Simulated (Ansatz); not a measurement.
# GeO₂ (triplet): wave-function methods side by side at a displaced geometry (v2), cc-pVDZ

An exercise on one series of results from a longer session: the logs are not shown, and one member is left open.

Method: cc-pVDZ, core rule «outside noble gas», up to 16 orbitals frozen; program: Ansatz 0.2.0, Gaussian basis.

To be run: UHF; CCSD(T) on ROHF; CCSD(T) on UHF; BCCD(T) on ROHF; CISD; CCSDT(Q) on ROHF; CCSDT(Q) on UHF.

37 further runs of the same task are left out: 15 for a known fault of the program, 6 that didn't finish, 16 set aside as unsound or not needed.

## The geometry

The geometry is a PBE0/def2-TZVP stationary point (not a proven minimum) with its atoms shifted at random (size 0.100 Å). No spin-orbit coupling is included. The filled d shell of Ge may be among the frozen orbitals whatever the setting's name suggests; the logs give the count.

3 atoms, charge 0, spin multiplicity 3.

Atoms are counted from 1 here; the program's logs count them from 0.

Bond lengths: Ge1–O2 1.861 Å, O2–O3 1.357 Å. Angles: Ge1–O2–O3 110.5°.

Set-up of the first run:

The input, in.yaml:

```yaml
crystal:
  periodic: [false, false, false]
  atoms:
    - {symbol: Ge, position_ang: [0.038704, -0.043289, 0.668042]}
    - {symbol: O, position_ang: [-0.126171, 0.605741, -1.068000]}
    - {symbol: O, position_ang: [-0.049550, -0.409200, -1.965024]}
basis:
  gaussian: {orbitals: cc-pVDZ}
magnetization: {spin_polarized: true, initial_magnetization: 2}
hamiltonian: {xc: hf}
output: {orbitals: {seedname: orbitals}}
```

Started as:

```
> ansatz run in.yaml --threads 1 --pin off --events-out ev --progress --plain --max-ram 2393MiB
```

Among the steps run: UHF; CCSD(T) on ROHF; CCSD(T) on UHF; BCCD(T) on ROHF; CISD; CCSDT(Q) on ROHF; CCSDT(Q) on UHF.

One of the session's tables, all rows but one given; the rest of the session is left out.

| method | from UCCSDT(Q) (meV) |
| --- | --- |
| ROHF | +12070.6 |
| UHF | +11810.9 |
| RMP2 | +1151.0 |
| UMP2 | +1183.3 |
| RCCSD | +443.2 |
| UCCSD | ? |
| RCCSD(T) | +88.1 |
| UCCSD(T) | +85.1 |
| BCCD(T) | +84.6 |
| RCCSDT | +56.3 |
| UCCSDT | +52.0 |
| RCCSDT(Q) | +10.1 |
| UCCSDT(Q) | 0 |

Q: Estimate the row for UCCSD from the others.

The run gave: from UCCSDT(Q) (meV): +433.3. In the column «from UCCSDT(Q) (meV)» it lies between RCCSD(T) (+88.1) and RCCSD (+443.2).

Not comparable, so not listed: CISD (they don't share determinant, frozen orbitals or solution with the rows shown, or repeat one).

Limits of these values: Restricted and unrestricted rows rest on different reference determinants; where their highest levels disagree by more than a few hundredths of an eV, they describe different states and don't form one ladder.
